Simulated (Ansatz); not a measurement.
**GaAsH2 (triplet): wave-function methods side by side, cc-pVTZ**

The task here is to estimate one member of a computed series from the others.

The runs use Ansatz 0.2.0, Gaussian basis; cc-pVTZ, core rule «outside noble gas», up to 28 orbitals frozen.

The runs, in order: UHF; CCSD(T) on ROHF; CCSD(T) on UHF; BCCD(T) on ROHF; CCSDT(Q) on ROHF; CCSDT(Q) on UHF.

12 further runs of the same task are left out: 8 for a known fault of the program, 4 set aside as unsound or not needed. Runs told in other sessions of the task aren't counted.

### The system

The geometry is a PBE0/def2-TZVP stationary point (not a proven minimum). No spin-orbit coupling is included. The filled d shell of Ga, As may be among the frozen orbitals whatever the setting's name suggests.

4 atoms, charge 0, spin multiplicity 3.

Atoms are counted from 1 here; the program's logs count them from 0.

Bond lengths: Ga1–As2 2.473 Å, Ga1–H3 1.608 Å, As2–H4 1.527 Å. Angles: As2–Ga1–H3 116.3°, Ga1–As2–H4 93.5°.

As a file:

```xyz
4
AsGaH2
Ga    0.0000   -0.0615    1.2744
As    0.0000    0.0588   -1.1953
H     0.0000    1.3435    2.0559
H     0.0000   -1.4587   -1.3620
```

Set-up of the first run:

Input file in.yaml:

```yaml
crystal:
  periodic: [false, false, false]
  atoms:
    - {symbol: Ga, position_ang: [0.000000, -0.061519, 1.274398]}
    - {symbol: As, position_ang: [0.000000, 0.058800, -1.195307]}
    - {symbol: H, position_ang: [0.000000, 1.343482, 2.055926]}
    - {symbol: H, position_ang: [0.000000, -1.458691, -1.361996]}
basis:
  gaussian: {orbitals: cc-pVTZ}
magnetization: {spin_polarized: true, initial_magnetization: 2}
hamiltonian: {xc: hf}
output: {orbitals: {seedname: orbitals}}
```

Command:

```sh
$ ansatz run in.yaml --threads 1 --pin off --events-out ev --progress --plain --max-ram 4096MiB --backend cpu
```

Steps of the session up to this table: UHF; CCSD(T) on ROHF; CCSD(T) on UHF; BCCD(T) on ROHF; CCSDT(Q) on ROHF; CCSDT(Q) on UHF.

One of the session's tables, all rows but one given; the rest of the session is left out.

It belongs to the step «Misses and costs». 

| method | from UCCSDT(Q) (meV) |
| --- | --- |
| ROHF | +5963.8 |
| UHF | +5796.6 |
| RMP2 | +1143.7 |
| UMP2 | +1156.7 |
| RCCSD | +277.6 |
| UCCSD | +261.9 |
| RCCSD(T) | +55.4 |
| UCCSD(T) | +46.7 |
| BCCD(T) | +55.0 |
| RCCSDT | +20.7 |
| UCCSDT | ? |
| RCCSDT(Q) | +10.2 |
| UCCSDT(Q) | 0 |

Q: Estimate the row for UCCSDT from the others.

The run gave: from UCCSDT(Q) (meV): +10.6. In the column «from UCCSDT(Q) (meV)» it lies between RCCSDT(Q) (+10.2) and RCCSDT (+20.7).

With the free atoms at the same levels and basis (separate runs), the atomisation energy is 6.608 eV at UCCSDT(Q), 6.601 eV at RCCSD(T), 6.587 eV at UCCSD(T), 4.488 eV at ROHF.

To keep in mind: Restricted and unrestricted rows rest on different reference determinants; a gap between their highest levels can come from leftover correlation error, from unlike frozen cores or from another state.
